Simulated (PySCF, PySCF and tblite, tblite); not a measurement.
# C₉H₁₃N: conformers and averaged spectra

Which conformers does C₉H₁₃N (`N#C[C@]12CCC[C@@H]1CCC2`) populate, and what do their averaged NMR parameters look like?

Computed with tblite 0.8.0 (tight binding) and PySCF 2.14.0 (DFT, with response routines of our own); each step states its level. Atoms count from 0 throughout.

## 1. The starting structure

23 atoms, charge 0, multiplicity 1; geometry from: MMFF94s geometry.

Bonds of the start (Å): C1–C2 1.50, C2–C3 1.52, C2–C6 1.53, C2–C9 1.51, C3–C4 1.55, C3–H10 1.10, C3–H11 1.11, C4–C5 1.55, C4–H12 1.10, C4–H13 1.08, C5–C6 1.51, C5–H14 1.10, C5–H15 1.08, C6–C7 1.51, C6–H16 1.11, C7–C8 1.56, C7–H17 1.08, C7–H18 1.09, C8–C9 1.56, C8–H19 1.10, C8–H20 1.09, C9–H21 1.09, C9–H22 1.10, N0–C1 1.15.

## 2. GFN2-xTB relaxation, conformer 1

What the job is given:

```
{"job": {"xc": "GFN2-xTB", "basis": "xTB", "kind": "relax"}, "charge": 0, "multiplicity": 1}
N     -0.437500    -0.509200    -2.894500
C     -0.293500    -0.571100    -1.755600
C     -0.077900    -0.671300    -0.272100
C     -1.379000    -1.113700     0.382300
C     -2.214100     0.187500     0.480200
C     -1.230100     1.365200     0.269300
C      0.109800     0.679800     0.425700
C      1.436800     1.180200    -0.099600
C      2.265900    -0.134800    -0.159400
C      1.257100    -1.311600     0.021700
H     -1.915900    -1.904600    -0.161000
H     -1.192900    -1.499900     1.405800
H     -2.991200     0.212400    -0.293200
H     -2.711200     0.255200     1.441000
H     -1.381700     2.164300     1.015400
H     -1.348800     1.809800    -0.710400
H      0.251700     0.516200     1.515500
H      1.890400     1.915700     0.550500
H      1.332400     1.619700    -1.095900
H      3.021200    -0.153300     0.638700
H      2.781500    -0.196300    -1.115700
H      1.507500    -2.145400    -0.642200
H      1.314800    -1.668000     1.063300
```

On the command line:

```sh
$ OMP_NUM_THREADS=1 python ens_run.py task.json out
```

This one command runs the whole study; its stages follow in the order run.

Output:

```text
step      E/eV     max force
  0    -783.69637    0.982
  1    -783.76056    0.678
  2    -783.78730    0.483
  3    -783.81118    0.579
  4    -783.82085    0.464
  5    -783.81790    1.312
  6    -783.82574    0.114
  7    -783.82695    0.092
  8    -783.83070    0.180
  9    -783.83211    0.116
 10    -783.83415    0.123
 11    -783.83606    0.136
 12    -783.83883    0.186
 13    -783.84125    0.139
 14    -783.84269    0.060
 15    -783.84334    0.049
 16    -783.84381    0.057
 17    -783.84427    0.047
 18    -783.84470    0.047
 19    -783.84504    0.040
 20    -783.84529    0.035
 21    -783.84529    0.035
 22    -783.84537    0.075
 23    -783.84550    0.056
 24    -783.84556    0.028
 25    -783.84566    0.041
 26    -783.84575    0.049
 27    -783.84587    0.042
 28    -783.84600    0.021
 29    -783.84608    0.026
 30    -783.84613    0.024
 31    -783.84617    0.015
 32    -783.84620    0.011
 33    -783.84623    0.014
 34    -783.84625    0.011
 35    -783.84626    0.009
 36    -783.84628    0.008
 37    -783.84629    0.011
 38    -783.84631    0.011
 39    -783.84632    0.008
 40    -783.84633    0.009
 41    -783.84635    0.011
 42    -783.84636    0.009
 43    -783.84637    0.006
 44    -783.84637    0.005
 45    -783.84637    0.006
 46    -783.84638    0.004
 47    -783.84638    0.002
```

Run time: 0.25 s. Hardware: 1 thread of AMD EPYC 9R45, shared host.

Relaxing gained 0.150 eV and moved the atoms by 0.06 Å on average (rms).

## 3. Shieldings, conformer 1: PBE0/pcSseg-1

What the job is given:

```
{"job": {"xc": "PBE0", "basis": "pcSseg-1", "kind": "nmr", "pop": true}, "charge": 0, "multiplicity": 1}
N     -0.418929    -0.421417    -2.767121
C     -0.266221    -0.504883    -1.636660
C     -0.077446    -0.662635    -0.211337
C     -1.400698    -1.127434     0.396800
C     -2.223997     0.184141     0.467055
C     -1.236953     1.362659     0.262731
C      0.115580     0.701320     0.468138
C      1.438093     1.171845    -0.113763
C      2.268625    -0.136745    -0.168648
C      1.283742    -1.318779     0.019684
H     -1.899869    -1.890423    -0.199831
H     -1.222871    -1.532424     1.394393
H     -2.989743     0.195460    -0.307608
H     -2.727417     0.262457     1.430302
H     -1.423972     2.175884     0.962324
H     -1.315325     1.756512    -0.751782
H      0.252927     0.514246     1.539390
H      1.922152     1.935818     0.492643
H      1.288687     1.573056    -1.117318
H      3.026635    -0.148541     0.614081
H      2.781462    -0.217428    -1.126336
H      1.488102    -2.134111    -0.673637
H      1.332684    -1.711594     1.036579
```

Output:

```text
coarse grid: 18896 points
cycle   1  E = -404.8526452208  dE =  1.471e+00  |g| = 5.027e-01  |ddm| = 4.443e+00
cycle   2  E = -404.7624281171  dE =  9.022e-02  |g| = 8.393e-01  |ddm| = 1.158e+00
cycle   3  E = -404.9105479072  dE = -1.481e-01  |g| = 1.943e-01  |ddm| = 7.338e-01
cycle   4  E = -404.9187238915  dE = -8.176e-03  |g| = 4.971e-02  |ddm| = 1.992e-01
cycle   5  E = -404.9192547420  dE = -5.309e-04  |g| = 1.141e-02  |ddm| = 6.309e-02
cycle   6  E = -404.9192819480  dE = -2.721e-05  |g| = 3.419e-03  |ddm| = 1.497e-02
cycle   7  E = -404.9192846247  dE = -2.677e-06  |g| = 4.544e-04  |ddm| = 3.512e-03
final grid: 181704 points
cycle   8  E = -404.9821400514  dE = -8.311e-05  |g| = 9.481e-03  |ddm| = 5.826e-02
cycle   9  E = -404.9821322693  dE =  7.782e-06  |g| = 1.114e-02  |ddm| = 2.076e-02
cycle  10  E = -404.9821634891  dE = -3.122e-05  |g| = 1.234e-03  |ddm| = 1.199e-02
cycle  11  E = -404.9821637041  dE = -2.150e-07  |g| = 7.440e-04  |ddm| = 1.720e-03
cycle  12  E = -404.9821638133  dE = -1.092e-07  |g| = 1.998e-04  |ddm| = 6.009e-04
cycle  13  E = -404.9821638217  dE = -8.355e-09  |g| = 4.464e-05  |ddm| = 1.809e-04
cycle  14  E = -404.9821638221  dE = -4.368e-10  |g| = 7.474e-06  |ddm| = 4.885e-05
converged SCF energy = -404.9821638221

GIAO shielding tensors (ppm)
atom      isotropic    diamagn.    paramagn.     s11        s22        s33       span
  0 N      -35.727     342.386    -378.113   -197.572   -188.046    278.438    476.010
  1 C       57.698     262.757    -205.059    -61.598    -60.521    295.214    356.812
  2 C      131.891     254.969    -123.078     99.507    140.547    155.619     56.112
  3 C      152.023     243.375     -91.352    137.355    143.687    175.027     37.672
  4 C      154.975     248.262     -93.287    109.712    176.693    178.521     68.809
  5 C      159.708     246.323     -86.615    145.354    157.858    175.913     30.559
  6 C      125.014     250.819    -125.805     79.524    140.105    155.412     75.889
  7 C      159.760     246.319     -86.560    145.389    157.925    175.965     30.577
  8 C      154.983     248.276     -93.293    109.735    176.695    178.520     68.785
  9 C      151.984     243.376     -91.391    137.336    143.628    174.990     37.655
 10 H       29.706      29.606       0.100     25.731     27.305     36.081     10.350
 11 H       30.287      30.782      -0.495     25.464     28.413     36.984     11.519
 12 H       29.169      29.427      -0.258     24.418     26.809     36.280     11.862
 13 H       29.406      29.142       0.263     23.937     27.374     36.906     12.969
 14 H       30.036      29.775       0.261     25.196     27.462     37.450     12.254
 15 H       29.929      31.171      -1.243     26.687     27.751     35.348      8.661
 16 H       29.727      34.245      -4.518     26.270     30.107     32.804      6.535
 17 H       30.037      29.775       0.262     25.195     27.464     37.453     12.258
 18 H       29.930      31.171      -1.241     26.688     27.748     35.354      8.666
 19 H       29.405      29.137       0.269     23.935     27.370     36.911     12.975
 20 H       29.165      29.441      -0.276     24.426     26.804     36.266     11.840
 21 H       29.708      29.610       0.098     25.736     27.301     36.086     10.349
 22 H       30.290      30.788      -0.498     25.476     28.409     36.985     11.510
```

Wall time 29 s (1 thread of AMD EPYC 9R45, shared host); peak memory 1.1 GiB.

Key values: HOMO -8.73 eV, LUMO 0.77 eV; dipole 3.98 D.

## 4. Averages: properties at PBE0/pcSseg-1

What the job is given:

```
{"job": {"study": "conf", "smiles": "N#C[C@]12CCC[C@@H]1CCC2", "search": {"seed": 7366, "n_embed": 90, "ff_keep": 18, "window": 3.0, "nmax": 8, "temps": [150, 200, 250, 298.15, 400], "t_ref": 298.15, "order": 0.002}, "level": {"nmr": {"xc": "PBE0", "basis": "pcSseg-1"}}, "kind": "conf"}, "charge": 0, "multiplicity": 1}
N     -0.418929    -0.421417    -2.767121
C     -0.266221    -0.504883    -1.636660
C     -0.077446    -0.662635    -0.211337
C     -1.400698    -1.127434     0.396800
C     -2.223997     0.184141     0.467055
C     -1.236953     1.362659     0.262731
C      0.115580     0.701320     0.468138
C      1.438093     1.171845    -0.113763
C      2.268625    -0.136745    -0.168648
C      1.283742    -1.318779     0.019684
H     -1.899869    -1.890423    -0.199831
H     -1.222871    -1.532424     1.394393
H     -2.989743     0.195460    -0.307608
H     -2.727417     0.262457     1.430302
H     -1.423972     2.175884     0.962324
H     -1.315325     1.756512    -0.751782
H      0.252927     0.514246     1.539390
H      1.922152     1.935818     0.492643
H      1.288687     1.573056    -1.117318
H      3.026635    -0.148541     0.614081
H      2.781462    -0.217428    -1.126336
H      1.488102    -2.134111    -0.673637
H      1.332684    -1.711594     1.036579
```

Output:

```text
conformer  sym    E(xTB)   E(DFT)   G(298.15 K)  weight  dipole/D
    1     Cs      0.000    0.000    0.000   1.0000    3.977

mean shielding (ppm) by class
class atoms           150 K      200 K      250 K   298.15 K      400 K
  0 N  0            -35.727    -35.727    -35.727    -35.727    -35.727
  1 C  1             57.698     57.698     57.698     57.698     57.698
  2 C  2            131.891    131.891    131.891    131.891    131.891
  3 C  3,9          152.004    152.004    152.004    152.004    152.004
  4 C  4,8          154.979    154.979    154.979    154.979    154.979
  5 C  5,7          159.734    159.734    159.734    159.734    159.734
  6 C  6            125.014    125.014    125.014    125.014    125.014
  7 H  10,21         29.707     29.707     29.707     29.707     29.707
  8 H  11,22         30.288     30.288     30.288     30.288     30.288
  9 H  12,20         29.167     29.167     29.167     29.167     29.167
 10 H  13,19         29.405     29.405     29.405     29.405     29.405
 11 H  14,17         30.037     30.037     30.037     30.037     30.037
 12 H  15,18         29.929     29.929     29.929     29.929     29.929
 13 H  16            29.727     29.727     29.727     29.727     29.727
```

Run time: 31 s. Hardware: 1 thread of AMD EPYC 9R45, shared host. This counts the runs that the step sums up.

The search (ETKDG, MMFF94s, GFN2-xTB) embedded 90 structures, kept 1 distinct ones after the force field and 1 after xTB; 1 was carried on (window 3.0 kcal/mol at the search's own energies). Energies: PBE0/pcSseg-1 with D3(BJ).

The conformers at 298 K:

```
no.  group  mirror pair  ΔE xTB  ΔE DFT    ΔG  weight (%)  μ (D)     A, B, C (GHz)
  1     Cs           no    0.00    0.00  0.00       100.0   3.98  1.90, 1.37, 1.18
```

Energies in kcal/mol. ΔG holds xTB vibrations and rotation, symmetry numbers and mirror pairs.

Shifts against references run at the same level (¹³C TMS 186.9, ¹⁵N NH3 267.7, ¹H TMS 31.72 ppm of shielding), by class of atoms, at 298 K:

| atoms | environment | average |
| --- | --- | --- |
| C1 | nitrile carbon | 129.2 |
| C6 | sp3 CH in a ring | 61.9 |
| C2 | quaternary sp3 carbon α to a nitrile | 55.0 |
| C3, C9 | sp3 CH2 in a ring | 34.9 |
| C4, C8 | sp3 CH2 in a ring | 31.9 |
| C5, C7 | sp3 CH2 in a ring | 27.2 |
| H12, H20 | hydrogen on an sp3 CH2 in a ring | 2.55 |
| H13, H19 | hydrogen on an sp3 CH2 in a ring | 2.31 |
| H10, H21 | hydrogen on an sp3 CH2 in a ring | 2.01 |
| H16 | hydrogen on an sp3 CH in a ring | 1.99 |
| H15, H18 | hydrogen on an sp3 CH2 in a ring | 1.79 |
| H14, H17 | hydrogen on an sp3 CH2 in a ring | 1.68 |
| H11, H22 | hydrogen on an sp3 CH2 in a ring | 1.43 |
| N0 | nitrile nitrogen | 303.5 |

Effective distances for nuclear Overhauser effects, ⟨r⁻⁶⟩^(−1/6) over all pairs of two classes (Å): H12···H13 1.97; H10···H11 1.98; H14···H15 1.98; H14···H16 2.43; H11···H16 2.53; H12···H15 2.61; H11···H13 2.62; H10···H12 2.64.

## 5. Summary of results

| quantity | value |
| --- | --- |
| conformers | 1; the first in weight is no. 1 (Cs), 100 % at 298 K |
| root-mean-square dipole | 3.98 D |
| averaged ¹³C shifts (PBE0/pcSseg-1) | 129.2, 61.9, 55.0, 34.9, 31.9, 27.2 ppm |
| averaged ¹H shifts (PBE0/pcSseg-1) | 2.55, 2.31, 2.01, 1.99, 1.79, 1.68, 1.43 ppm |

What this shows: The search found one conformer in the window, so the averages are its own values.
